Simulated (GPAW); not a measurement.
# LiPm3 (Pm-3m) in GPAW: single point with PBE

Aim: the single point of LiPm3 with PBE.

Program: GPAW 26.7.0. These are calculated values, not measurements. Logs are shortened: lines on timing, memory, paths and dates and some standing lists are left out, and cuts for length are marked. The log counts tension as positive stress, the text compression.

## (1) The structure

The structure is cubic, space group Pm-3m (No. 221). Conventional cell: a = 4.999 Å, b = 4.999 Å, c = 4.999 Å, α = 90.00°, β = 90.00°, γ = 90.00°. Pm (site symmetry 4/mmm) has 8 Pm at 3.53 Å and 4 Li at 3.53 Å as nearest neighbours. Li (site symmetry m-3m) is surrounded by 12 Pm at 3.53 Å.

The cell comes from a database or a generator and needn't be the stable form of this composition.

## (2) Single point, PBE, collinear spin, ferromagnetic start

Contents of run.py:

```python
from ase import Atoms
from ase.dft.bandgap import bandgap
from ase.io import write
from ase.units import GPa
from gpaw import GPAW, PW

atoms = Atoms(['Pm', 'Pm', 'Pm', 'Li'],
              cell=[[4.998942, 0.0, 0.0],
                    [0.0, 4.998942, 0.0],
                    [0.0, 0.0, 4.998942]],
              scaled_positions=[[0.0, 0.5, 0.5],
                                [0.5, 0.0, 0.5],
                                [0.5, 0.5, 0.0],
                                [0.0, 0.0, 0.0]],
              pbc=True)
atoms.set_initial_magnetic_moments([4.0, 4.0, 4.0, 0.0])

calc = GPAW(mode=PW(800),
            xc='PBE',
            kpts={'size': (6, 6, 6), 'gamma': True},
            occupations={'name': 'methfessel-paxton', 'order': 0, 'width': 0.1},
            nbands=49,
            convergence={'density': 1e-05, 'energy': 1e-05},
            maxiter=150,
            txt='gpaw.txt')
atoms.calc = calc
energy = atoms.get_potential_energy()
forces = atoms.get_forces()
stress = atoms.get_stress()
calc.write('gs.gpw')
write('result.traj', atoms)
print(f'Energy: {energy:.6f} eV')
print('Forces (eV/A):')
print(forces.round(4))
print('Stress (GPa):', (stress / GPa).round(3))
print('Moments:', calc.get_magnetic_moments().round(3))
print('Fermi level:', round(calc.get_fermi_level(), 4), 'eV')
print(f'Gap: {bandgap(calc)[0]:.4f} eV, direct: {bandgap(calc, direct=True)[0]:.4f} eV')
```

Potentials or basis: GPAW PAW data sets (gpaw-data 1.2.1), pw.

Run with:

```console
> OMP_NUM_THREADS=1 python run.py
```

gpaw.txt:

```text
__  _  _
 | _ |_)|_||  |
 |__||  | ||/\| - 26.7.0

Input parameters:
  mode=PW(ecut=800.0),
  convergence={'density': 1e-05, 'energy': 1e-05},
  kpts=MonkhorstPack(size=(6, 6, 6), gamma=True),
  maxiter=150,
  nbands=49,
  occupations=Occupations(name='methfessel-paxton', order=0, width=0.1),
  xc=XC(name='PBE')

Diagonalizing LCAO Hamiltonian
Converting LCAO to pw mode
    .-----------.
   /|           |
  / |           |
 *  |           |
 |  |           |
 |Pm|           |
 |  .--Pm-------.
 | /           /
 |/     Pm    /
 Li----------*

Atoms  # Å, Bohr magnetons
|   | symbol |        x |        y |        z |    initial magnetic moments |
|---|--------|----------|----------|----------|-----------------------------|
| 0 |     Pm | 0.000000 | 2.499471 | 2.499471 | ( 0.0000,  0.0000,  4.0000) |
| 1 |     Pm | 2.499471 | 0.000000 | 2.499471 | ( 0.0000,  0.0000,  4.0000) |
| 2 |     Pm | 2.499471 | 2.499471 | 0.000000 | ( 0.0000,  0.0000,  4.0000) |
| 3 |     Li | 0.000000 | 0.000000 | 0.000000 | ( 0.0000,  0.0000,  0.0000) |

Unit cell  # Å
| periodic |        x |        y |        z |  lengths |    angles |
|----------|----------|----------|----------|----------|-----------|
|      yes | 4.998942 | 0.000000 | 0.000000 | 4.998942 | 90.000000 |
|      yes | 0.000000 | 4.998942 | 0.000000 | 4.998942 | 90.000000 |
|      yes | 0.000000 | 0.000000 | 4.998942 | 4.998942 | 90.000000 |

Number of symmetries: 48
Symmetry operations  # r_c * U_cc + t_c -> r_c
|    | kind |            matrix            |
|----|------|------------------------------|
|  0 |  E   |  1, 0, 0,  0, 1, 0,  0, 0, 1 |
|  1 |  σ   |  1, 0, 0,  0, 1, 0,  0, 0,-1 |
|  2 |  σ   |  1, 0, 0,  0, 0, 1,  0, 1, 0 |
|  3 |  C4  |  1, 0, 0,  0, 0, 1,  0,-1, 0 |
|  4 |  C4  |  1, 0, 0,  0, 0,-1,  0, 1, 0 |
|  5 |  σ   |  1, 0, 0,  0, 0,-1,  0,-1, 0 |
|  6 |  σ   |  1, 0, 0,  0,-1, 0,  0, 0, 1 |
|  7 |  C2  |  1, 0, 0,  0,-1, 0,  0, 0,-1 |
|  8 |  σ   |  0, 1, 0,  1, 0, 0,  0, 0, 1 |
|  9 |  C2  |  0, 1, 0,  1, 0, 0,  0, 0,-1 |
| 10 |  C3  |  0, 1, 0,  0, 0, 1,  1, 0, 0 |
| 11 |  S6  |  0, 1, 0,  0, 0, 1, -1, 0, 0 |
| 12 |  S6  |  0, 1, 0,  0, 0,-1,  1, 0, 0 |
| 13 |  C3  |  0, 1, 0,  0, 0,-1, -1, 0, 0 |
| 14 |  C4  |  0, 1, 0, -1, 0, 0,  0, 0, 1 |
| 15 |  S4  |  0, 1, 0, -1, 0, 0,  0, 0,-1 |
| 16 |  C3  |  0, 0, 1,  1, 0, 0,  0, 1, 0 |
| 17 |  S6  |  0, 0, 1,  1, 0, 0,  0,-1, 0 |
| 18 |  σ   |  0, 0, 1,  0, 1, 0,  1, 0, 0 |
| 19 |  C4  |  0, 0, 1,  0, 1, 0, -1, 0, 0 |
| 20 |  C2  |  0, 0, 1,  0,-1, 0,  1, 0, 0 |
| 21 |  S4  |  0, 0, 1,  0,-1, 0, -1, 0, 0 |
| 22 |  S6  |  0, 0, 1, -1, 0, 0,  0, 1, 0 |
| 23 |  C3  |  0, 0, 1, -1, 0, 0,  0,-1, 0 |
| 24 |  S6  |  0, 0,-1,  1, 0, 0,  0, 1, 0 |
| 25 |  C3  |  0, 0,-1,  1, 0, 0,  0,-1, 0 |
| 26 |  C4  |  0, 0,-1,  0, 1, 0,  1, 0, 0 |
| 27 |  σ   |  0, 0,-1,  0, 1, 0, -1, 0, 0 |
| 28 |  S4  |  0, 0,-1,  0,-1, 0,  1, 0, 0 |
| 29 |  C2  |  0, 0,-1,  0,-1, 0, -1, 0, 0 |
| 30 |  C3  |  0, 0,-1, -1, 0, 0,  0, 1, 0 |
| 31 |  S6  |  0, 0,-1, -1, 0, 0,  0,-1, 0 |
| 32 |  C4  |  0,-1, 0,  1, 0, 0,  0, 0, 1 |
| 33 |  S4  |  0,-1, 0,  1, 0, 0,  0, 0,-1 |
| 34 |  S6  |  0,-1, 0,  0, 0, 1,  1, 0, 0 |
| 35 |  C3  |  0,-1, 0,  0, 0, 1, -1, 0, 0 |
| 36 |  C3  |  0,-1, 0,  0, 0,-1,  1, 0, 0 |
| 37 |  S6  |  0,-1, 0,  0, 0,-1, -1, 0, 0 |
| 38 |  σ   |  0,-1, 0, -1, 0, 0,  0, 0, 1 |
| 39 |  C2  |  0,-1, 0, -1, 0, 0,  0, 0,-1 |
| 40 |  σ   | -1, 0, 0,  0, 1, 0,  0, 0, 1 |
| 41 |  C2  | -1, 0, 0,  0, 1, 0,  0, 0,-1 |
| 42 |  C2  | -1, 0, 0,  0, 0, 1,  0, 1, 0 |
| 43 |  S4  | -1, 0, 0,  0, 0, 1,  0,-1, 0 |
| 44 |  S4  | -1, 0, 0,  0, 0,-1,  0, 1, 0 |
| 45 |  C2  | -1, 0, 0,  0, 0,-1,  0,-1, 0 |
| 46 |  C2  | -1, 0, 0,  0,-1, 0,  0, 0, 1 |
| 47 |  i   | -1, 0, 0,  0,-1, 0,  0, 0,-1 |

BZ-sampling:
  Number of BZ points: 216
  Number of IBZ points: 20

  Monkhorst-Pack size: [6, 6, 6]
  Monkhorst-Pack shift: [0.08333333333333333, 0.08333333333333333, 0.08333333333333333]

K-points  # in reciprocal-cell coordinates
|     |                                coordinates |     weight |
|-----|--------------------------------------------|------------|
|   0 | (  0.00000000,   0.00000000,   0.00000000) | 0.00462963 |
|   1 | (  0.16666667,   0.00000000,   0.00000000) | 0.02777778 |
|   2 | (  0.16666667,   0.16666667,   0.00000000) | 0.05555556 |
|   3 | (  0.16666667,   0.16666667,   0.16666667) | 0.03703704 |
|   4 | (  0.33333333,   0.00000000,   0.00000000) | 0.02777778 |
|   5 | (  0.33333333,   0.16666667,   0.00000000) | 0.11111111 |
|   6 | (  0.33333333,   0.16666667,   0.16666667) | 0.11111111 |
|   7 | (  0.33333333,   0.33333333,   0.00000000) | 0.05555556 |
|   8 | (  0.33333333,   0.33333333,   0.16666667) | 0.11111111 |
|   9 | (  0.33333333,   0.33333333,   0.33333333) | 0.03703704 |
| ... |                                            |            |
|  19 | (  0.50000000,   0.50000000,   0.50000000) | 0.00462963 |

Plane wave coefficients: 6488
Cutoff: 800.0 eV

Spin-components: 2 (collinear spins)
Bands:           49
Projectors:      27
Spin-degeneracy: 1
Datatype:        complex128

Parallelization:
  kpt:    1
  domain: 1
  band:   1

Density:
  Valence electrons: 46.0
  Components: 2
  Grid points: [35 35 35]
  Charge: 0.0  # |e|

Potential:
  Grid points: [35 35 35]

species:
  Pm:
    name:    Promethium
    Z:       61.0
    valence: 15
    core:    46
    charge:  0.0  # [|e|]
    compensation charges:
      type: gauss
      rc: 0.35  # [Å]
      lmax: 2
    cutoffs:
      filter: 1.17  # [Å]
      core: 1.99  # [Å]
    projectors
    | kind |    occ | energy [eV] | rcut [Å] |
    |------|--------|-------------|----------|
    |   5s |  2.000 |     -41.873 |    1.164 |
    |   6s |  2.000 |      -3.542 |    1.164 |
    |   5p |  6.000 |     -22.672 |    1.164 |
    |   6p |  0.000 |      -1.220 |    1.164 |
    |   5d |  0.000 |      -1.803 |    1.164 |
    |   4f |  5.000 |      -2.148 |    1.164 |
    |    d |        |      25.408 |    1.164 |
    |    f |        |      25.063 |    1.164 |

    Using partial waves for Pm as LCAO basis

  Li:
    name:    Lithium
    Z:       3.0
    valence: 1
    core:    2
    charge:  0.0  # [|e|]
    compensation charges:
      type: gauss
      rc: 0.33  # [Å]
      lmax: 2
    cutoffs:
      filter: 1.91  # [Å]
      core: 2.55  # [Å]
    projectors
    | kind |    occ | energy [eV] | rcut [Å] |
    |------|--------|-------------|----------|
    |   2s |  1.000 |      -2.874 |    1.058 |
    |   2p |  0.000 |      -1.090 |    1.058 |
    |    s |        |      24.337 |    1.058 |

    Using partial waves for Li as LCAO basis

Reference energy: -818219.954404  # eV

eigensolver:
  PPCG
  Converge bands: occupied
  niter=2

density mixing:
  MSR1-Mixer
  Pratt-step length: 0.05
  Maximum mixing coefficient: 0.75
  Old densities: 10
  SVD Regularization: 0.005
  Good broyden scale: 1.0
  Trust region scale: 1.0
  Backstep threshold: 4.0
  History deletion threshold: 6.0
  Fourier metric: weight=20.0, sigma=0.015

occupation numbers:
  Methfessel-Paxton:
    width: 0.1000  # eV
    order: 0

poisson solver:
  ecut: 6400.0  # eV

xc functional:
  name: PBE with 2 nearest neighbor stencil

convergence criteria:
- Maximum integral of absolute [dens]ity change: 1e-05 electrons / valence electron
- Maximum [total energy] change in last 3 cyles: 1e-05 eV / valence electron
- Maximum integral of absolute [eigenst]ate change: 4e-08 eV^2 / valence electron
maximum number of iterations: 150

SCF iterations
|iter     | |      energy | eigst |  dens |  magmom |
|---------|-|-------------|-------|-------|---------|
|iter:   1| |  -51.834813 | +0.56 |       | +12.0398|
|iter:   2| |  -22.416817 | +0.11 | -0.15 | +11.5215|
|iter:   3| |  -21.791014 | -0.34 | -0.63 | +11.5138|
|iter:   4| |  -20.275625 | -1.03 | -0.55 | +11.7875|
|iter:   5| |  -20.416275 | -2.38 | -1.06 | +12.6624|
|iter:   6| |  -20.622543 | -2.33 | -1.14 | +14.0473|
|iter:   7| |  -20.744061 | -2.67 | -1.36 | +15.3940|
|iter:   8| |  -20.763845 | -3.41 | -1.67 | +15.7371|
|iter:   9| |  -20.781668 | -3.21 | -1.86 | +16.1885|
|iter:  10| |  -20.783328 | -4.44 | -2.18 | +16.2400|
|iter:  11| |  -20.787141 | -3.63 | -2.25 | +16.4329|
|iter:  12| |  -20.788668 | -3.68 | -2.56 | +16.6154|
|iter:  13| |  -20.788783 | -4.90 | -3.03 | +16.6416|
|iter:  14| |  -20.788881c| -5.40 | -3.35 | +16.6471|
|iter:  15| |  -20.788901c| -5.85 | -3.58 | +16.6443|
|iter:  16| |  -20.788937c| -6.08 | -3.80 | +16.6478|
|iter:  17| |  -20.788937c| -6.74 | -4.32 | +16.6502|
|iter:  18| |  -20.788941c| -7.51c| -4.68 | +16.6514|
|iter:  19| |  -20.788939c| -8.29c| -5.12c| +16.6516|

Converged in 19 steps
Energy contributions relative to reference atoms: (reference = -818219.954404)

Energy contributions:
  Kinetic:         -68.744325
  Coulomb:          63.876777
  Zero:              2.776507
  External:          0.000000
  Xc:              -18.576190
  Entropy:          -0.243418
  Spinorbit:         0.000000
  ----------------------------
  Free energy:     -20.910648
  Extrapolated:    -20.788939

dipole moment: (-32.468623, -32.468623, -32.468623)  # |e|*Ang

Total magnetic moment: (0.000000, 0.000000, 16.651582)

Local magnetic moments
|        x |        y |        z |
|----------|----------|----------|
| 0.000000 | 0.000000 | 4.579163 |  # Pm   0
| 0.000000 | 0.000000 | 4.579163 |  # Pm   1
| 0.000000 | 0.000000 | 4.579163 |  # Pm   2
| 0.000000 | 0.000000 | 0.020243 |  # Li   3

Fermi level: 7.351
Eigenvalues  # (at kpt = [0.000, 0.000, 0.000])
| band index |      eig [eV] | occ [0-1] |      eig [eV] | occ [0-1] |
|------------|---------------|-----------|---------------|-----------|
|          0 |       -31.344 |     1.000 |       -29.079 |     1.000 |
|        ... |               |           |               |           |
|         15 |         6.476 |     1.000 |         7.434 |     0.120 |
|         16 |         6.662 |     1.000 |         7.965 |     0.000 |
|         17 |         6.662 |     1.000 |         7.965 |     0.000 |
|         18 |         6.662 |     1.000 |         7.965 |     0.000 |
|         19 |         7.005 |     1.000 |         9.783 |     0.000 |
|         20 |         7.169 |     0.995 |         9.783 |     0.000 |
|         21 |         7.169 |     0.995 |         9.783 |     0.000 |
|         22 |         7.169 |     0.995 |        10.071 |     0.000 |
|         23 |         7.189 |     0.989 |        10.253 |     0.000 |
|         24 |         7.189 |     0.989 |        10.253 |     0.000 |
|         25 |         7.189 |     0.989 |        10.253 |     0.000 |
|         26 |         7.219 |     0.970 |        10.366 |     0.000 |
|         27 |         7.219 |     0.970 |        10.366 |     0.000 |
|         28 |         7.219 |     0.970 |        10.366 |     0.000 |
|         29 |         7.308 |     0.729 |        10.417 |     0.000 |
|         30 |         7.308 |     0.729 |        10.417 |     0.000 |
|        ... |               |           |               |           |
|         48 |        13.983 |     0.000 |        15.223 |     0.000 |

No gap
No difference between direct/indirect transitions

Forces  # eV/Ang
|       x |        y |       z |
|---------|----------|---------|
| 0.00000 |  0.00000 | 0.00000 |  # Pm   0
| 0.00000 | -0.00000 | 0.00000 |  # Pm   1
| 0.00000 |  0.00000 | 0.00000 |  # Pm   2
| 0.00000 |  0.00000 | 0.00000 |  # Li   3

Stress tensor  # eV/Ang^3
|         x |         y |         z |
|-----------|-----------|-----------|
| -0.003773 |  0.000000 |  0.000000 |
|  0.000000 | -0.003773 |  0.000000 |
|  0.000000 |  0.000000 | -0.003773 |

# Writing to gs.gpw (mode='')
```

Wall time 8.6 min (1 thread of Arm Neoverse V1, shared host); peak memory 0.5 GiB.

Results:

```yaml
Free_energy: -20.9106 eV
Pressure: 0.6 GPa
Band_gap_on_the_k_mesh: none (metal or under the smearing width)
Net_moment: 16.65 μB per cell
Site_moments: Pm +4.58; Li +0.02 μB
```

Levels at points of the mesh, in eV from the Fermi level:
Spin up:
```csv
k point,band 27,band 28,band 29,band 30,band 31,band 32,band 33,band 34,band 35,band 36
"(0.00, 0.00, 0.00)",-0.13,-0.13,-0.13,-0.04,-0.04,-0.04,0.02,0.02,0.02,0.03
"(0.50, 0.00, 0.00)",-0.11,-0.11,-0.11,-0.06,-0.06,-0.03,0.01,0.03,0.03,0.03
"(0.50, 0.50, 0.00)",-0.06,-0.06,-0.05,-0.05,-0.02,0.02,0.02,0.02,0.10,0.10
"(0.50, 0.50, 0.50)",-0.06,-0.06,0.03,0.03,0.03,0.08,0.08,0.10,0.10,0.10
```
Spin down:
```
           k point  band 13  band 14  band 15  band 16  band 17  band 18
(0.00, 0.00, 0.00)    -3.13    -1.51     0.08     0.08     0.61     0.61
(0.50, 0.00, 0.00)    -1.56    -1.08    -0.33     0.95     0.95     1.00
(0.50, 0.50, 0.00)    -0.29    -0.29    -0.22     0.46     0.78     1.35
(0.50, 0.50, 0.50)    -1.31    -0.12    -0.12    -0.12     1.65     1.65
```

Caveat: one-centre terms of the f shell are cut off; the magnetic or orbital state may not be the lowest; spin-orbit coupling is left out, which moves the levels of the heavy elements; without U or exact exchange the open f shell lies at the Fermi level, which spoils levels, moments and volumes. The state reached can hang on the start; a lower one may exist.
